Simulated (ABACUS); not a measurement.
# Ir in ABACUS: a series of runs

Aim: see how the results for Ir move with the level of theory and the settings. Levels: PBEsol, RPBE, SOGGA. Tasks: single point.

All numbers are computed with ABACUS 3.10.1; they aren't measurements. Logs are shortened: lines on timing, memory, paths and dates and some standing lists are left out, and cuts for length are marked.

### Step 1. The structure

The cell holds a slab with vacuum, 5 atoms: a = 2.715 Å, b = 2.715 Å, c = 23.867 Å, α = 90.00°, β = 90.00°, γ = 120.00°.

The slab is cut from a database's or a generator's crystal, which needn't be the stable form of the element.

### Step 2. Single point, PBEsol

INPUT

```
INPUT_PARAMETERS
suffix              Ir
calculation         scf
basis_type          lcao
pseudo_dir          ./
orbital_dir         ./
symmetry            1
dft_functional      pbesol
ecutwfc             100
pseudo_rcut         7
nspin               1
nbands              52
ks_solver           genelpa
smearing_method     fd
smearing_sigma      0.00367493
scf_thr             1e-06
scf_nmax            100
mixing_type         broyden
mixing_beta         0.3
cal_force           1
out_mul             1
mixing_ndim         12
```

STRU

```
ATOMIC_SPECIES
Ir 192.2170 Ir_ONCV_PBE-1.2.upf

NUMERICAL_ORBITAL
Ir_confined-atom_7au_3s2p2d1f.orb

LATTICE_CONSTANT
1.8897261246

LATTICE_VECTORS
2.7148657757 0.0000000000 0.0000000000
-1.3574328878 2.3511427296 0.0000000000
0.0000000000 0.0000000000 23.8667144941

ATOMIC_POSITIONS
Direct

Ir
0.0
5
0.6666666667 0.3333333333 0.3142451803 1 1 1
0.3333333333 0.6666666667 0.4071225902 1 1 1
0.0000000000 0.0000000000 0.5000000000 1 1 1
0.6666666667 0.3333333333 0.5928774098 1 1 1
0.3333333333 0.6666666667 0.6857548197 1 1 1
```

KPT

```
K_POINTS
0
Gamma
11 11 1 0 0 0
```

Potentials or basis: SG15 ONCV 1.2 PBE, DZP LCAO (the cutoffs set its grid).

Command:

```sh
> OMP_NUM_THREADS=1 mpirun -np 4 abacus > log
```

running log:

```text
ABACUS v3.10.1

               Atomic-orbital Based Ab-initio Computation at UStc

 ------------------------------------------------------------------------------------

 READING GENERAL INFORMATION
                           global_out_dir = OUT.Ir/
                           global_in_card = INPUT
                               pseudo_dir = ./
                              orbital_dir = ./
                                    DSIZE = 4
                                    GSIZE = 1

 READING UNITCELL INFORMATION
                                    ntype = 1
                  lattice constant (Bohr) = 1.88973
              lattice constant (Angstrom) = 1

 READING ATOM TYPE 1
                               atom label = Ir
                      L=0, number of zeta = 3
                      L=1, number of zeta = 2
                      L=2, number of zeta = 2
                      L=3, number of zeta = 1
             number of atom for this type = 5

                        TOTAL ATOM NUMBER = 5
DIRECT COORDINATES
    atom                   x                   y                   z     mag                  vx                  vy                  vz
taud_Ir1            0.6666666667        0.3333333333        0.3142451803  0.0000        0.0000000000        0.0000000000        0.0000000000
taud_Ir2            0.3333333333        0.6666666667        0.4071225902  0.0000        0.0000000000        0.0000000000        0.0000000000
taud_Ir3            0.0000000000        0.0000000000        0.5000000000  0.0000        0.0000000000        0.0000000000        0.0000000000
taud_Ir4            0.6666666667        0.3333333333        0.5928774098  0.0000        0.0000000000        0.0000000000        0.0000000000
taud_Ir5            0.3333333333        0.6666666667        0.6857548197  0.0000        0.0000000000        0.0000000000        0.0000000000

                          Volume (Bohr^3) = 1028.06
                             Volume (A^3) = 152.342

 Lattice vectors: (Cartesian coordinate: in unit of a_0)
             +2.71487                  +0                  +0
             -1.35743            +2.35114                  +0
                   +0                  +0            +23.8667
 Reciprocal vectors: (Cartesian coordinate: in unit of 2 pi/a_0)
            +0.368342           +0.212663                  -0
                   -0           +0.425325                  -0
                   +0                  -0          +0.0418994
 The esolver type has been set to : ksdft_lcao

                PAO radial cut off (Bohr) = 7

 Read in pseudopotential file is Ir_ONCV_PBE-1.2.upf
                     pseudopotential type = NC
          exchange-correlation functional = PBE
                 nonlocal core correction = 0
                        valence electrons = 17
                                     lmax = 3
                           number of zeta = 0
                     number of projectors = 8
                           L of projector = 0
                           L of projector = 0
                           L of projector = 1
                           L of projector = 1
                           L of projector = 2
                           L of projector = 2
                           L of projector = 3
                           L of projector = 3
 XC functional updated to : pbesol
          exchange-correlation functional = PBESOL
     initial pseudo atomic orbital number = 0

 SETUP THE ELECTRONS NUMBER
            electron number of element Ir = 17
      total electron number of element Ir = 85
            AUTOSET number of electrons:  = 85
                           occupied bands = 43
                                   NLOCAL = 130
                                   NBANDS = 52
                                   NBANDS = 52
                                   NLOCAL = 130

%%%%%%%%%%%%%%%%%%%%%%%%%%%%%%%%%%%%%%%%%%%%%%%%%%%%%%%%%%%%%%%%%%%%%%%%%%%%%%%%%%%%%%%%%%%%%%%%%%%%%%%%%%
 Warning: the number of valence electrons in pseudopotential > 9 for Ir: [Xe] 4f14 5d7 6s2
 Pseudopotentials with additional electrons can yield (more) accurate outcomes, but may be less efficient.
 If you're confident that your chosen pseudopotential is appropriate, you can safely ignore this warning.
%%%%%%%%%%%%%%%%%%%%%%%%%%%%%%%%%%%%%%%%%%%%%%%%%%%%%%%%%%%%%%%%%%%%%%%%%%%%%%%%%%%%%%%%%%%%%%%%%%%%%%%%%%

 SETUP THE PLANE WAVE BASIS
 energy cutoff for charge/potential (unit:Ry) = 400
            fft grid for charge/potential = [ 36, 36, 288 ]
                        fft grid division = [ 4, 4, 4 ]
        big fft grid for charge/potential = [ 9, 9, 72 ]
                                     nbxx = 1458
                                     nrxx = 93312

 SETUP PLANE WAVES FOR CHARGE/POTENTIAL
                    number of plane waves = 138995
                         number of sticks = 733

 PARALLEL PW FOR CHARGE/POTENTIAL
[... 60 lines left out ...]
                                       S4 = 0
                                       S6 = 2
               POINT GROUP IN SPACE GROUP = D_3d

 SETUP K-POINTS
                                    nspin = 1
                   Input type of k points = Monkhorst-Pack(Gamma)
                                   nkstot = 121
                       right hand lattice = 1
(for reciprocal lattice: )
                             BRAVAIS TYPE = 4
                     BRAVAIS LATTICE NAME = 04. Hexagonal cell
                                    ibrav = 4
                       right hand lattice = 1
(for k-lattice: )
                             BRAVAIS TYPE = 4
                     BRAVAIS LATTICE NAME = 04. Hexagonal cell
                                    ibrav = 4
                       right hand lattice = 1
                        ROTATION MATRICES = 24
                               nkstot_ibz = 16
K-POINTS REDUCTION ACCORDING TO SYMMETRY
     IBZ    DIRECT_X    DIRECT_Y    DIRECT_Z  WEIGHT  ibz2bz
       1  0.00000000  0.00000000  0.00000000  0.0083       0
       2 -0.09090909  0.09090909  0.00000000  0.0496       1
       3 -0.18181818  0.18181818  0.00000000  0.0496       2
       4 -0.27272727  0.27272727  0.00000000  0.0496       3
       5 -0.36363636  0.36363636  0.00000000  0.0496       4
       6 -0.45454545  0.45454545  0.00000000  0.0496       5
[... 8 lines left out ...]
      15  0.45454545  0.27272727  0.00000000  0.0496      36
      16  0.36363636  0.36363636  0.00000000  0.0496      37

                               nkstot now = 16
[... K-POINTS DIRECT COORDINATES: 16 rows ...]

           k-point number in this process = 16
       minimum distributed K point number = 16
[... stars of the k points ...]

[... K-POINTS CARTESIAN COORDINATES: 16 rows ...]

[... K-POINTS DIRECT COORDINATES: 16 rows ...]

 SETUP PLANE WAVES FOR WAVE FUNCTIONS
     energy cutoff for wavefunc (unit:Ry) = 100
              fft grid for wave functions = [ 36, 36, 288 ]
                    number of plane waves = 23697
                         number of sticks = 223

 PARALLEL PW FOR WAVE FUNCTIONS
     PROC   COLUMNS(POT)             PW
        1             57           5929
        2             56           5928
        3             55           5919
        4             55           5921
 --------------- sum -------------------
        4            223          23697

 SET NONLOCAL PSEUDOPOTENTIAL PROJECTORS
 max number of nonlocal projetors among all species is 8

 -------------------------------------------
 SELF-CONSISTENT
 -------------------------------------------

 SETUP SEARCHING RADIUS FOR PROGRAM TO SEARCH ADJACENT ATOMS
                  longest orb rcut (Bohr) = 7
   longest nonlocal projector rcut (Bohr) = 2.94
                     search radius (Bohr) = 19.9
              searching radius is (Bohr)) = 19.9
         searching radius unit is (Bohr)) = 1.89
                         PeriodicBoundary = 1
                        Radius(unit:lat0) = 10.5
                                   glayer = [ 6, 6, 2 ]
                             glayer_minus = [ 5, 5, 1 ]

Find the coordinate range of the input atom(unit:lat0).
                                  min_tau = [ -20.4, -11.8, -16.4 ]
                                  max_tau = [ 21.7, 13.3, 40.2 ]
                                BoxNumber = [ 11, 11, 3 ]

 SETUP EXTENDED REAL SPACE GRID FOR GRID INTEGRATION
                          real space grid = [ 36, 36, 288 ]
                 big cell numbers in grid = [ 9, 9, 72 ]
             meshcell numbers in big cell = [ 4, 4, 4 ]
                        extended fft grid = [ 15, 15, 12 ]
                dimension of extened grid = [ 40, 40, 97 ]
                            UnitCellTotal = 75
              Atom number in sub-FFT-grid = 1
    Local orbitals number in sub-FFT-grid = 26
                                ParaV.nnr = 144495
                                 init_chg = atomic

 LCAO ALGORITHM --------------- ION=   1  ELEC=   1--------------------------------

 Density error is 0.0391321459086
----------------------------------------------------------
     Energy           Rydberg                 eV
----------------------------------------------------------
 E_KohnSham     -1061.4806589381     -14442.1852783525
 E_Harris       -1080.4712781903     -14700.5659087315
 E_Fermi        0.6662509329         9.0648089849
----------------------------------------------------------
[... 179 lines left out ...]
 Density error is 8.40779351852e-07
----------------------------------------------------------
     Energy           Rydberg                 eV
----------------------------------------------------------
 E_KohnSham     -1061.4949142146     -14442.3792313394
 E_KS(sigma->0) -1061.4928340500     -14442.3509292485
 E_Harris       -1061.4936414042     -14442.3619138655
 E_band         -132.9455622965      -1808.8171710460
 E_one_elec     -8980.9415725999     -122191.9787924387
 E_Hartree      4492.4148428306      61122.4396422713
 E_xc           -104.3980086284      -1420.4077771997
 E_Ewald        3531.4339845122      48047.6243002095
 E_entropy(-TS) -0.0041603291        -0.0566041817
 E_descf        0.0000000000         0.0000000000
 E_exx          0.0000000000         0.0000000000
 E_Fermi        0.6683560891         9.0934511046
----------------------------------------------------------

 charge density convergence is achieved
 final etot is -14442.379231 eV
 EFERMI = 9.0934511046 eV

 STATE ENERGY(eV) AND OCCUPATIONS    NSPIN == 1
 1/16 kpoint (Cartesian) = 0.0000 0.0000 0.0000 (4341 pws)
       1       -83.9325      0.0165289
       2       -83.8323      0.0165289
       3       -83.8269      0.0165289
       4       -83.3129      0.0165289
       5       -83.3129      0.0165289
       6       -40.9431      0.0165289
[... 314 lines left out ...]
      51        15.9476    2.89729e-61
      52        16.2915    2.98492e-64

[... levels at 10 further k points ...]

 correction force for each atom along direction 1 is 8.35526e-14
 correction force for each atom along direction 2 is 6.06567e-14
 correction force for each atom along direction 3 is 2.43426e-13
------------------------------------------------------------------------------------------
 TOTAL-FORCE (eV/Angstrom)
------------------------------------------------------------------------------------------
                       Ir1         0.0000000000         0.0000000000         0.4011232836
                       Ir2         0.0000000000         0.0000000000        -0.2577176679
                       Ir3         0.0000000000         0.0000000000         0.0000000000
                       Ir4         0.0000000000         0.0000000000         0.2577176679
                       Ir5         0.0000000000         0.0000000000        -0.4011232836
------------------------------------------------------------------------------------------

 --------------------------------------------
 !FINAL_ETOT_IS -14442.37923133940 eV
 --------------------------------------------
```

Run time: 58 s. Hardware: 4 MPI ranks of Intel Xeon Platinum 8259CL at 2.50GHz (Skylake/Cascade Lake), shared host; peak memory 0.56 GiB.

Results:

- Free energy: -14442.3792 eV
- Largest force: 0.401 eV/Å
- Band gap on the k mesh: none (metal or under the smearing width)

Forces in eV/Å, atoms in the order of the input:
```
Ir   0.000  0.000  0.401
Ir   0.000  0.000 -0.258
Ir   0.000  0.000  0.000
Ir   0.000  0.000  0.258
Ir   0.000  0.000 -0.401
```

Levels at points of the mesh, in eV from the Fermi level:
```
           k point  band 40  band 41  band 42  band 43  band 44  band 45
(0.00, 0.00, 0.00)    -1.17    -1.17    -0.99    -0.99    -0.44    -0.43
```

Caveat: the atomic orbitals were generated for these runs and aren't a published set; the potentials were made for another functional, which shifts forces and pressure; the basis of atomic orbitals isn't converged, which shifts pressures, moduli and gaps. Spin-orbit coupling is left out, which matters for the levels of Ir.

### Step 3. Single point, RPBE

INPUT, as its differences from that of step 2:

```diff
@@ -7,3 +7,3 @@
 symmetry            1
-dft_functional      pbesol
+dft_functional      GGA_X_RPBE+GGA_C_PBE
 ecutwfc             100
```

STRU is that of step 2.

KPT is that of step 2.

Potentials or basis: SG15 ONCV 1.2 PBE, DZP LCAO (the cutoffs set its grid).

Command:

```sh
> OMP_NUM_THREADS=1 mpirun -np 4 abacus > log
```

It took 70 s on 4 MPI ranks of Intel Xeon Platinum 8259CL at 2.50GHz (Skylake/Cascade Lake), shared host; peak memory 0.6 GiB.

It converged, with:

- Free energy: -14454.6180 eV
- Largest force: 0.255 eV/Å
- Band gap on the k mesh: none (metal or under the smearing width)

Forces on the atoms (eV/Å):
```
Ir   0.000  0.000 -0.169
Ir   0.000  0.000 -0.255
Ir   0.000  0.000  0.000
Ir   0.000  0.000  0.255
Ir   0.000  0.000  0.169
```

Levels at points of the mesh, in eV from the Fermi level:
| k point | band 39 | band 40 | band 41 | band 42 | band 43 | band 44 | band 45 | band 46 |
| --- | --- | --- | --- | --- | --- | --- | --- | --- |
| (0.00, 0.00, 0.00) | -2.59 | -1.18 | -1.18 | -1.00 | -1.00 | -0.44 | -0.44 | -0.35 |

Caveat: the atomic orbitals were generated for these runs and aren't a published set; the potentials were made for another functional, which shifts forces and pressure; the basis of atomic orbitals isn't converged, which shifts pressures, moduli and gaps.

### Step 4. Single point, SOGGA

INPUT, as its differences from that of step 3:

```diff
@@ -7,3 +7,3 @@
 symmetry            1
-dft_functional      GGA_X_RPBE+GGA_C_PBE
+dft_functional      GGA_X_SOGGA+GGA_C_PBE
 ecutwfc             100
```

STRU is that of step 3.

KPT is that of step 3.

Command:

```sh
> OMP_NUM_THREADS=1 mpirun -np 4 abacus > log
```

It took 60 s on 4 MPI ranks of Intel Xeon Platinum 8259CL at 2.50GHz (Skylake/Cascade Lake), shared host; peak memory 0.6 GiB.

The run converged. Its results:

```
Free energy            : -14434.7357 eV
Largest force          : 0.556 eV/Å
Band gap on the k mesh : none (metal or under the smearing width)
```

Forces in eV/Å, atoms in the order of the input:
```
Ir   0.000  0.000  0.556
Ir   0.000  0.000 -0.260
Ir   0.000  0.000  0.000
Ir   0.000  0.000  0.260
Ir   0.000  0.000 -0.556
```

Levels at points of the mesh, in eV from the Fermi level:
| k point | band 38 | band 39 | band 40 | band 41 | band 42 | band 43 | band 44 | band 45 | band 46 | band 47 |
| --- | --- | --- | --- | --- | --- | --- | --- | --- | --- | --- |
| (0.00, 0.00, 0.00) | -2.93 | -2.72 | -1.16 | -1.16 | -0.98 | -0.98 | -0.47 | -0.43 | -0.43 | 0.09 |

Caveat: the atomic orbitals were generated for these runs and aren't a published set; the potentials were made for another functional, which shifts forces and pressure; the basis of atomic orbitals isn't converged, which shifts pressures, moduli and gaps. Spin-orbit coupling is left out, which matters for the levels of Ir.

### Step 5. Summary

| level | gap on the mesh (eV) | largest force (eV/Å) |
| --- | --- | --- |
| PBEsol | none | 0.40 |
| RPBE | none | 0.25 |
| SOGGA | none | 0.56 |

Alike in all rows: task single point; potentials or basis SG15 ONCV 1.2 PBE, DZP LCAO (the cutoffs set its grid); no spin polarisation; cell as given; k mesh 11 × 11 × 1; cutoff (eV) 1361; smearing fermi-dirac 0.05 eV.

Caveats: the atomic orbitals were generated for these runs and aren't a published set; the potentials were made for another functional, which shifts forces and pressure; the basis of atomic orbitals isn't converged, which shifts pressures, moduli and gaps.

Absolute energies hang on the potentials; compare differences alone.
